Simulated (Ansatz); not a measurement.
# B3C2: the cost of one run

Method: DFT PBE, scalar-relativistic, plane waves, PAW, in Ansatz 0.2.0.

2 further runs of the same task are left out: 2 set aside as unsound or not needed.

## 1. The system as given

The structure is trigonal, space group P-3m1 (No. 164). Conventional cell: a = 3.166 Å, b = 3.166 Å, c = 3.823 Å, α = 90.00°, β = 90.00°, γ = 120.00°. B (site symmetry -3m) is surrounded by 6 C at 1.90 Å. B (site symmetry 3m) is surrounded by 5 C at 1.86 to 2.04 Å and 3 B at 2.06 Å. Around C (site symmetry 3m) lie 8 B at 1.86 to 2.04 Å and 3 C at 2.11 Å.

Structure file:

```cif
data_structure
_symmetry_space_group_name_H-M 'P-3m1'
_symmetry_Int_Tables_number 164
_cell_length_a 3.1662
_cell_length_b 3.1662
_cell_length_c 3.8229
_cell_angle_alpha 90.000
_cell_angle_beta 90.000
_cell_angle_gamma 120.000
_cell_volume 33.19
loop_
_atom_site_label
_atom_site_type_symbol
_atom_site_symmetry_multiplicity
_atom_site_Wyckoff_symbol
_atom_site_fract_x
_atom_site_fract_y
_atom_site_fract_z
_atom_site_occupancy
B1 B 1 a 0.00000 0.00000 0.00000 1
B2 B 2 d 0.33333 0.66667 0.62500 1
C1 C 2 d 0.33333 0.66667 0.13800 1
```

This is candidate A: Ga3Ni2 type (P-3m1, No. 164).

(A quick probe on a coarse mesh, which set the mesh and smearing, is not shown.)

## 3. A loose first relaxation (candidate A)

input.yaml reads:

```yaml
crystal:
  lattice:
    - [3.1661738577, 0.0, 0.0]
    - [-1.5830869288, 2.7419869935, 0.0]
    - [0.0, 0.0, 3.8228629482]
  atoms:
    - { symbol: B, position: [0.0, 0.0, 0.0] }
    - { symbol: B, position: [0.3333333333, 0.6666666667, 0.625] }
    - { symbol: B, position: [0.6666666667, 0.3333333333, 0.375] }
    - { symbol: C, position: [0.3333333333, 0.6666666667, 0.138] }
    - { symbol: C, position: [0.6666666667, 0.3333333333, 0.862] }
basis:
  ecutwfc: 420
kpoints:
  mp_grid: { grid: [6, 6, 4] }
hamiltonian:
  xc: pbe
scf:
  occupations: { method: gaussian, width: 0.1 }
  lower_state_search: "off"
output:
  forces: true
  stress: true
  eigenvalues: true
relax:
  adjacent_minimum: "off"
  f_tol: 0.04
  max_steps: 70
  cell: { stress_tol: 0.4 }
```

Started as:

```sh
ansatz run input.yaml --threads 1 --pin off --max-ram 2560MiB --backend cpu --events-out ev --progress --plain --runs-dir out
```

**Question.** How long does this run take on 1 thread of Intel Xeon 6975P-C (Granite Rapids), shared host, and how much memory does it need?

About 34 s, with a peak of 0.33 GiB.
